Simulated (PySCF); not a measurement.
# InBr: from the state search to spectroscopic constants, part 2 of 2

PySCF 2.14.0; In x2c-TZVPPall, Br x2c-TZVPPall; spin-free X2C with a Gaussian nucleus.

**10. B2PLYP (double hybrid)**

Output of the SCF at 2.568 Å:

```text
[... 17 set-up lines left out, the same as in an earlier log ...]
XC functionals = 0.53*HF + 0.47*B88, 0.73*LYP
    A. D. Becke.,  Phys. Rev. A 38, 3098 (1988)
    C. Lee, W. Yang, and R. G. Parr.,  Phys. Rev. B 37, 785 (1988)
    B. Miehlich, A. Savin, H. Stoll, and H. Preuss.,  Chem. Phys. Lett. 157, 200 (1989)
[... 2 set-up lines left out, the same as in an earlier log ...]
init E= -8486.09115140722
cycle= 1 E= -8486.09323873394  delta_E= -0.00209  |g|= 0.0273  |ddm|= 0.124
cycle= 2 E= -8486.09329910981  delta_E= -6.04e-05  |g|= 0.0196  |ddm|= 0.0252
cycle= 3 E= -8486.09337791234  delta_E= -7.88e-05  |g|= 0.00211  |ddm|= 0.0132
cycle= 4 E= -8486.09337982758  delta_E= -1.92e-06  |g|= 0.000701  |ddm|= 0.00299
cycle= 5 E= -8486.09338004743  delta_E= -2.2e-07  |g|= 0.00013  |ddm|= 0.00105
cycle= 6 E= -8486.09338005688  delta_E= -9.45e-09  |g|= 4.35e-05  |ddm|= 0.000227
cycle= 7 E= -8486.09338005852  delta_E= -1.64e-09  |g|= 6.63e-06  |ddm|= 8.64e-05
cycle= 8 E= -8486.09338005859  delta_E= -7.28e-11  |g|= 2.43e-06  |ddm|= 2.01e-05
Extra cycle  E= -8486.0933800586  delta_E= -1.27e-11  |g|= 1.52e-06  |ddm|= 3.3e-06
converged SCF energy = -8486.0933800586  <S^2> = -2.8421709e-14  2S+1 = 1
```

Re = 2.570 Å, ωe = 218.1 cm⁻¹, ωexe = 0.508 cm⁻¹, αe = 0.000185 cm⁻¹, Be = 0.05454 cm⁻¹, De = 4.14 eV, μ = -3.67 D.

**11. revPBE (GGA)**

Output of the SCF at 2.568 Å:

```text
[... 13 set-up lines left out, the same as in an earlier log ...]
max_memory 4200 MB (current use 832 MB)
[... 3 set-up lines left out, the same as in an earlier log ...]
XC functionals = PBE_R,PBE
    Y. Zhang and W. Yang.,  Phys. Rev. Lett. 80, 890 (1998)
[... 4 set-up lines left out, the same as in an earlier log ...]
init E= -8486.92544878327
cycle= 1 E= -8486.92682344497  delta_E= -0.00137  |g|= 0.0503  |ddm|= 0.101
cycle= 2 E= -8486.92557446152  delta_E= 0.00125  |g|= 0.0692  |ddm|= 0.0918
cycle= 3 E= -8486.92727999884  delta_E= -0.00171  |g|= 0.0144  |ddm|= 0.0758
cycle= 4 E= -8486.92741329705  delta_E= -0.000133  |g|= 0.00171  |ddm|= 0.0189
cycle= 5 E= -8486.92741403247  delta_E= -7.35e-07  |g|= 0.000412  |ddm|= 0.00228
cycle= 6 E= -8486.92741415009  delta_E= -1.18e-07  |g|= 7.42e-05  |ddm|= 0.000663
cycle= 7 E= -8486.92741415177  delta_E= -1.68e-09  |g|= 2.72e-05  |ddm|= 8.7e-05
cycle= 8 E= -8486.92741415242  delta_E= -6.48e-10  |g|= 2.56e-06  |ddm|= 4.21e-05
Extra cycle  E= -8486.92741415241  delta_E= 1.09e-11  |g|= 4.47e-06  |ddm|= 8.26e-06
converged SCF energy = -8486.92741415241  <S^2> = -5.6843419e-14  2S+1 = 1
```

Re = 2.602 Å, ωe = 207.0 cm⁻¹, ωexe = 0.498 cm⁻¹, αe = 0.000185 cm⁻¹, Be = 0.05323 cm⁻¹, De = 4.08 eV, μ = -3.50 D.

**12. HSE06 (range-separated hybrid)**

Output of the SCF at 2.568 Å:

```text
[... 17 set-up lines left out, the same as in an earlier log ...]
XC functionals = HSE06
    J. Heyd, G. E. Scuseria, and M. Ernzerhof.,  J. Chem. Phys. 118, 8207 (2003)
    J. Heyd, G. E. Scuseria, and M. Ernzerhof.,  J. Chem. Phys. 124, 219906 (2006)
    A. V. Krukau, O. A. Vydrov, A. F. Izmaylov, and G. E. Scuseria.,  J. Chem. Phys. 125, 224106 (2006)
[... 2 set-up lines left out, the same as in an earlier log ...]
init E= -8486.56890237248
cycle= 1 E= -8486.56895344797  delta_E= -5.11e-05  |g|= 0.0116  |ddm|= 0.0256
cycle= 2 E= -8486.56893288102  delta_E= 2.06e-05  |g|= 0.0131  |ddm|= 0.019
cycle= 3 E= -8486.56898280226  delta_E= -4.99e-05  |g|= 0.00175  |ddm|= 0.0117
cycle= 4 E= -8486.56898443346  delta_E= -1.63e-06  |g|= 0.000151  |ddm|= 0.00211
cycle= 5 E= -8486.56898443768  delta_E= -4.22e-09  |g|= 5.47e-05  |ddm|= 0.000205
cycle= 6 E= -8486.56898443879  delta_E= -1.11e-09  |g|= 8.31e-06  |ddm|= 6.12e-05
cycle= 7 E= -8486.56898443882  delta_E= -2.36e-11  |g|= 2.63e-06  |ddm|= 9.35e-06
Extra cycle  E= -8486.5689844388  delta_E= 1.46e-11  |g|= 3.95e-06  |ddm|= 8.09e-06
converged SCF energy = -8486.5689844388  <S^2> = -2.8421709e-14  2S+1 = 1
```

Re = 2.564 Å, ωe = 219.0 cm⁻¹, ωexe = 0.507 cm⁻¹, αe = 0.000185 cm⁻¹, Be = 0.05481 cm⁻¹, De = 4.20 eV, μ = -3.46 D. 1.7 min of CPU time for 12 points, integrals apart.

**13. RHF**

Output of the SCF at 2.568 Å:

```text
******** <class 'pyscf.scf.hf_symm.SymAdaptedRHF'> ********
method = SymAdaptedRHF
[... 11 set-up lines left out, the same as in an earlier log ...]
max_memory 4200 MB (current use 971 MB)
Overwritten attributes  get_hcore get_jk get_j get_k get_occ  of <class 'pyscf.scf.hf_symm.SymAdaptedRHF'>
<class 'pyscf.scf.hf_symm.SymAdaptedRHF'> does not have attributes  refdm
[... 1 set-up line left out, the same as in an earlier log ...]
init E= -8482.74909856835
cycle= 1 E= -8482.76716666367  delta_E= -0.0181  |g|= 0.0891  |ddm|= 0.381
cycle= 2 E= -8482.76821986609  delta_E= -0.00105  |g|= 0.0366  |ddm|= 0.123
cycle= 3 E= -8482.7683785023  delta_E= -0.000159  |g|= 0.00838  |ddm|= 0.0314
cycle= 4 E= -8482.76841100512  delta_E= -3.25e-05  |g|= 0.0016  |ddm|= 0.0255
cycle= 5 E= -8482.76841296366  delta_E= -1.96e-06  |g|= 0.000602  |ddm|= 0.00558
cycle= 6 E= -8482.76841321202  delta_E= -2.48e-07  |g|= 0.0002  |ddm|= 0.00166
cycle= 7 E= -8482.76841324746  delta_E= -3.54e-08  |g|= 5.75e-05  |ddm|= 0.000619
cycle= 8 E= -8482.76841325053  delta_E= -3.07e-09  |g|= 1.87e-05  |ddm|= 0.000155
cycle= 9 E= -8482.7684132507  delta_E= -1.69e-10  |g|= 4.87e-06  |ddm|= 2.96e-05
Extra cycle  E= -8482.76841325072  delta_E= -1.64e-11  |g|= 2.77e-06  |ddm|= 9.28e-06
converged SCF energy = -8482.76841325072
```

Re = 2.586 Å, ωe = 215.0 cm⁻¹, ωexe = 0.526 cm⁻¹, αe = 0.000189 cm⁻¹, Be = 0.05387 cm⁻¹, De = 3.07 eV, μ = -3.77 D. 11 s of CPU time for 12 points, integrals apart.

**14. MP2 and coupled cluster**

Reference: RHF; core orbitals frozen: 27; virtual orbitals above 20 hartree dropped in coupled cluster: 1. MP2 keeps all virtuals, so it differs from the MP2 energy in the coupled-cluster log.

Output of the coupled-cluster run at 2.568 Å:

```text
******** <class 'pyscf.cc.ccsd.CCSD'> ********
CC2 = 0
CCSD nocc = 15, nmo = 80
frozen orbitals [0, 1, 2, 3, 4, 5, 6, 7, 8, 9, 10, 11, 12, 13, 14, 15, 16, 17, 18, 19, 20, 21, 22, 23, 24, 25, 26, 107]
max_cycle = 80
direct = 0
conv_tol = 1e-07
conv_tol_normt = 1e-05
diis_space = 8
diis_start_cycle = 0
diis_start_energy_diff = 1e+09
max_memory 4200 MB (current use 869 MB)
Init t2, MP2 energy = -8483.33244296881  E_corr(MP2) -0.564029718088726
Init E_corr(CCSD) = -0.564029718091059
cycle = 1  E_corr(CCSD) = -0.544921274766415  dE = 0.0191084433  norm(t1,t2) = 0.0609849
cycle = 2  E_corr(CCSD) = -0.558209331858866  dE = -0.0132880571  norm(t1,t2) = 0.0178738
cycle = 3  E_corr(CCSD) = -0.558134641650564  dE = 7.46902083e-05  norm(t1,t2) = 0.00948468
cycle = 4  E_corr(CCSD) = -0.559285177300413  dE = -0.00115053565  norm(t1,t2) = 0.00384635
cycle = 5  E_corr(CCSD) = -0.559416460716713  dE = -0.000131283416  norm(t1,t2) = 0.00116171
cycle = 6  E_corr(CCSD) = -0.559300435283817  dE = 0.000116025433  norm(t1,t2) = 0.000511886
cycle = 7  E_corr(CCSD) = -0.559299454526591  dE = 9.80757226e-07  norm(t1,t2) = 0.0001458
cycle = 8  E_corr(CCSD) = -0.55931030832056  dE = -1.0853794e-05  norm(t1,t2) = 5.03277e-05
cycle = 9  E_corr(CCSD) = -0.559309777624531  dE = 5.30696029e-07  norm(t1,t2) = 1.39706e-05
cycle = 10  E_corr(CCSD) = -0.559308791567508  dE = 9.86057023e-07  norm(t1,t2) = 4.036e-06
cycle = 11  E_corr(CCSD) = -0.559309075990252  dE = -2.84422744e-07  norm(t1,t2) = 1.37621e-06
cycle = 12  E_corr(CCSD) = -0.559309024027275  dE = 5.19629775e-08  norm(t1,t2) = 4.54574e-07
CCSD converged
E(CCSD) = -8483.327722274746  E_corr = -0.5593090240272747
CCSD(T) correction = -0.0177032124195018
```

Correlation energy (eV) along the bond:

```csv
R (Å),MP2,SCS-MP2,CCSD,CCSD(T),T1
2.208,-15.532,-14.159,n/a,n/a,n/a
2.311,-15.466,-14.116,-15.298,-15.780,0.012
2.414,-15.413,-14.081,-15.263,-15.745,0.012
2.491,-15.379,-14.060,-15.240,-15.722,0.013
2.568,-15.349,-14.041,-15.220,-15.701,0.013
2.645,-15.322,-14.024,-15.201,-15.683,0.013
2.748,-15.290,-14.005,-15.179,-15.660,0.013
2.876,-15.255,-13.983,-15.154,-15.633,0.013
3.030,-15.218,-13.959,-15.128,-15.605,0.013
3.236,-15.175,-13.931,n/a,n/a,n/a
```

RHF-MP2: Re = 2.542 Å, ωe = 226.6 cm⁻¹, ωexe = 0.517 cm⁻¹, αe = 0.000187 cm⁻¹, Be = 0.05576 cm⁻¹, De = 4.27 eV.

RHF-SCS-MP2: Re = 2.558 Å, ωe = 221.9 cm⁻¹, ωexe = 0.512 cm⁻¹, αe = 0.000186 cm⁻¹, Be = 0.05505 cm⁻¹, De = 4.12 eV.

RHF-CCSD: Re = 2.556 Å, ωe = 223.4 cm⁻¹, ωexe = 0.521 cm⁻¹, αe = 0.000186 cm⁻¹, Be = 0.05515 cm⁻¹, De = 3.97 eV.

RHF-CCSD(T): Re = 2.556 Å, ωe = 223.9 cm⁻¹, ωexe = 0.514 cm⁻¹, αe = 0.000185 cm⁻¹, Be = 0.05517 cm⁻¹, De = 4.08 eV.

**15. The curves together**

Energy (eV) from each level's lowest point:

| R (Å) | RHF | RHF-MP2 | RHF-SCS-MP2 | RHF-CCSD | RHF-CCSD(T) | PBE | revPBE | r²SCAN | PBE0 | r²SCAN0 | B97-3 | HSE06 | B2PLYP |
| --- | --- | --- | --- | --- | --- | --- | --- | --- | --- | --- | --- | --- | --- |
| 2.208 | 0.960 | 0.776 | 0.841 | n/a | n/a | 0.908 | 0.969 | 0.836 | 0.837 | 0.797 | 0.938 | 0.850 | 0.881 |
| 2.311 | 0.436 | 0.318 | 0.361 | 0.358 | 0.357 | 0.412 | 0.453 | 0.360 | 0.362 | 0.333 | 0.429 | 0.370 | 0.389 |
| 2.414 | 0.147 | 0.083 | 0.107 | 0.104 | 0.104 | 0.138 | 0.162 | 0.106 | 0.109 | 0.091 | 0.146 | 0.113 | 0.123 |
| 2.491 | 0.039 | 0.009 | 0.021 | 0.019 | 0.019 | 0.036 | 0.048 | 0.021 | 0.022 | 0.013 | 0.040 | 0.024 | 0.029 |
| 2.568 | 0.000 | 0.000 | 0.000 | 0.000 | 0.000 | 0.000 | 0.000 | 0.000 | 0.000 | 0.000 | 0.000 | 0.000 | 0.000 |
| 2.645 | 0.011 | 0.038 | 0.028 | 0.030 | 0.030 | 0.013 | 0.002 | 0.028 | 0.026 | 0.035 | 0.010 | 0.024 | 0.021 |
| 2.748 | 0.084 | 0.142 | 0.120 | 0.124 | 0.125 | 0.085 | 0.062 | 0.120 | 0.115 | 0.135 | 0.080 | 0.111 | 0.104 |
| 2.876 | 0.234 | 0.328 | 0.292 | 0.299 | 0.302 | 0.234 | 0.196 | 0.292 | 0.283 | 0.316 | 0.227 | 0.277 | 0.266 |
| 3.030 | 0.464 | 0.595 | 0.545 | 0.555 | 0.560 | 0.461 | 0.409 | 0.545 | 0.531 | 0.578 | 0.454 | 0.523 | 0.508 |
| 3.236 | 0.804 | 0.978 | 0.914 | n/a | n/a | 0.797 | 0.728 | 0.911 | 0.891 | 0.955 | 0.790 | 0.882 | 0.863 |

The whole job (state search and all levels along the bond) took 7.9 min on 2 threads of Arm Neoverse V2 (shared host), peak memory 3.2 GiB.

**16. What came out**

This closing draws on all 2 parts.

Lowest PBE0 solution found, without spin–orbit coupling: ¹Σ⁺ (singlet), closed shell. State 2 has its PBE0 minimum 3.25 eV higher. The other levels ran on the lowest alone.

```
      level  Re (Å)  ωe (cm⁻¹)  De (eV)  μ (D)
        RHF   2.586      215.0     3.07  -3.77
    RHF-MP2   2.542      226.6     4.27    n/a
RHF-SCS-MP2   2.558      221.9     4.12    n/a
   RHF-CCSD   2.556      223.4     3.97    n/a
RHF-CCSD(T)   2.556      223.9     4.08    n/a
        PBE   2.584      212.3     4.28  -3.39
     revPBE   2.602      207.0     4.08  -3.50
     r²SCAN   2.558      221.8     4.29  -3.30
       PBE0   2.561      219.6     4.18  -3.46
    r²SCAN0   2.548      225.2     4.16  -3.39
      B97-3   2.588      212.4     4.16  -3.74
      HSE06   2.564      219.0     4.20  -3.46
     B2PLYP   2.570      218.1     4.14  -3.67
```

De is counted to In + Br in their ground configurations. A positive dipole means In(−)Br(+).

Differences from CCSD(T) in the same basis:

```
      level  Re (mÅ)  ωe (%)
        RHF      +31    -4.0
    RHF-MP2      -14    +1.2
RHF-SCS-MP2       +3    -0.9
   RHF-CCSD        0    -0.2
        PBE      +28    -5.2
     revPBE      +46    -7.6
     r²SCAN       +3    -0.9
       PBE0       +6    -1.9
    r²SCAN0       -8    +0.5
      B97-3      +32    -5.2
      HSE06       +9    -2.2
     B2PLYP      +15    -2.6
```

Time per point (s) on 2 threads of Arm Neoverse V2, shared host (CPU time, shared integrals of 3.7 s apart; correlated levels include their reference; CCSD comes with the CCSD(T) run); the times are rough: RHF 0.88, RHF-MP2 1.6, RHF-SCS-MP2 1.6, PBE 2.3, revPBE 1.6, r²SCAN 4.1, PBE0 6.4, r²SCAN0 4.1, B97-3 2.7, HSE06 8.7, B2PLYP 4.5; the reference 44.

Cheap and still within 13 mÅ and 2.5 % of CCSD(T): RHF-SCS-MP2 (1.6 s), against 44 s for the dearest run.

What this shows: Judged by CCSD(T) in the same basis: best bond length RHF-CCSD (0 mÅ), worst revPBE (+46 mÅ); best wavenumber RHF-CCSD (-0.2 %), worst revPBE (-7.6 %). Among the levels with a De in the table, it runs from 3.07 eV (RHF) to 4.29 eV (r²SCAN).

Correlated steps freeze 27 core orbitals. Spin–orbit coupling is left out, which matters for elements this heavy, above all for dissociation energies. B2PLYP dipoles, levels and charges come from its SCF part alone.
